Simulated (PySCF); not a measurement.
# CH6NOPSi: the cost of one run

The runs use PySCF 2.14.0, with density-fitted response routines of our own; the level of theory stands in each step. All values are computed, except where a source is named. Atoms count from 0, in the outputs and in this text.

### Step 1. The starting structure

11 atoms, charge 0, multiplicity 1; geometry from: GFN2-xTB. The atoms were then displaced at random by about 0.01 Å, so the start is not that level's minimum.

Bonds of the start (Å): C0–N1 1.25, N1–Si2 1.73, Si2–O3 1.63, Si2–P4 2.26, C0–H5 1.08, C0–H6 1.09, Si2–H7 1.45, O3–H8 0.99, P4–H9 1.40, P4–H10 1.38.

### Step 2. Relaxing the molecule at PBE0-D3(BJ)/def2-SVP

The job: settings as JSON, then the geometry in Å.

```
{"job": {"xc": "PBE0", "basis": "def2-SVP", "d3": "d3bj", "grid": 1, "shake": 0.01, "kind": "geom"}, "charge": 0, "multiplicity": 1}
C     -1.486050    -1.175300     0.649160
N     -0.817050    -0.115990     0.642480
Si     0.127820     0.685910    -0.557860
O      0.272150     2.249790    -0.119450
P      2.269490    -0.020750    -0.418110
H     -1.940370    -1.491180     1.579310
H     -1.722100    -1.756340    -0.237320
H     -0.326140     0.572160    -1.930070
H     -0.521190     2.710140     0.256510
H      2.196980    -0.375550     0.937180
H      1.984570    -1.308710    -0.817500
```

Started as:

```console
$ OMP_NUM_THREADS=1 python probes_run.py task.json out
```

One launch serves the whole session: the jobs run in the order shown.

**Question.** How long does this first job take on 1 thread of Arm Neoverse V2, shared host, and how much memory does it need?

About 87 s, with a peak of 0.45 GiB.
